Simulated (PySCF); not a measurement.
# A diatomic session: SiHg+

One job finds the state of SiHg+, follows it along the bond with each method and fits the curves.

Computed with PySCF 2.14.0. Level: Si def2-SVP, Hg def2-SVP with ECP60, scalar-relativistic core potentials.

**1. Set-up**

The job is set up so:

```
atoms                         : Si, Hg
charge                        : 1
basis                         : Si def2-SVP, Hg def2-SVP with ECP60
Hamiltonian                   : scalar-relativistic core potentials
basis functions               : 50
electrons treated             : 33
masses in u                   : 27.9769, 201.9706
levels                        : PBE0, PBE, r²SCAN, LDA, revPBE, PBEsol, HSE06, HF, MP2, SCS-MP2, CCSD, CCSD(T)
grid                          : 80 radial by 434 angular points
occupations                   : held fixed by the projection of orbital angular momentum
dissociation limit            : Si+ + Hg, each in its ground configuration
starting distance in angstrom : 2.590
values of 2S to try           : 1, 3
```

The run is started by

```
> OMP_NUM_THREADS=1 python dia.py task.json out
```

Further steps of the session: PBE0 along the bond; Higher solutions at PBE0; PBE; r²SCAN (meta-GGA); LDA (local density); revPBE (GGA); PBEsol; HSE06 (range-separated hybrid); UHF (mean field); Adding correlation.

**Question.** What will these runs give? Wanted: for each run, Re; ωe; De; μ.

**Answer**, as computed:

Lowest PBE0 solution found, without spin–orbit coupling: ²Π (doublet), unpaired electrons π ↑. State 2 has its PBE0 minimum 1.06 eV higher. State 3 has its PBE0 minimum 2.45 eV higher. The other levels ran on the lowest alone.

```
      level  Re (Å)  ωe (cm⁻¹)  De (eV)  μ (D)
        UHF   2.797      167.1     0.90  -4.65
    UHF-MP2   2.620      215.9     1.01    n/a
UHF-SCS-MP2   2.645      210.2     0.94    n/a
   UHF-CCSD   2.673      195.5     1.00    n/a
UHF-CCSD(T)   2.657      201.0     1.06    n/a
        LDA   2.542      231.7     1.69  -4.66
        PBE   2.625      206.3     1.46  -4.72
     PBEsol   2.579      221.2     1.58  -4.60
     revPBE   2.654      197.5     1.36  -4.75
     r²SCAN   2.599      215.8     1.50  -4.40
       PBE0   2.628      208.9     1.41  -4.48
      HSE06   2.636      206.7     1.40  -4.57
```

De is counted to Si+ + Hg in their ground configurations. A positive dipole points from Si to Hg; in an ion it is taken about the centre of mass and does not tell which atom is negative.

Differences from CCSD(T) in the same basis:

| level | Re (mÅ) | ωe (%) |
| --- | --- | --- |
| UHF | +141 | -16.9 |
| UHF-MP2 | -36 | +7.4 |
| UHF-SCS-MP2 | -12 | +4.6 |
| UHF-CCSD | +16 | -2.7 |
| LDA | -114 | +15.3 |
| PBE | -31 | +2.6 |
| PBEsol | -78 | +10.0 |
| revPBE | -3 | -1.7 |
| r²SCAN | -58 | +7.4 |
| PBE0 | -29 | +3.9 |
| HSE06 | -21 | +2.8 |

What this shows: Judged by CCSD(T) in the same basis: best bond length revPBE (-3 mÅ), worst UHF (+141 mÅ); best wavenumber revPBE (-1.7 %), worst UHF (-16.9 %). CCSD(T) in a basis this small is itself some way from its limit, more so than the functionals. Of the levels with a De here, UHF gives the least (0.90 eV) and LDA the most (1.69 eV).

Correlated steps freeze 5 core orbitals. Spin–orbit coupling is left out, which matters for elements this heavy, above all for dissociation energies. With spin–orbit coupling the term label itself may not hold.
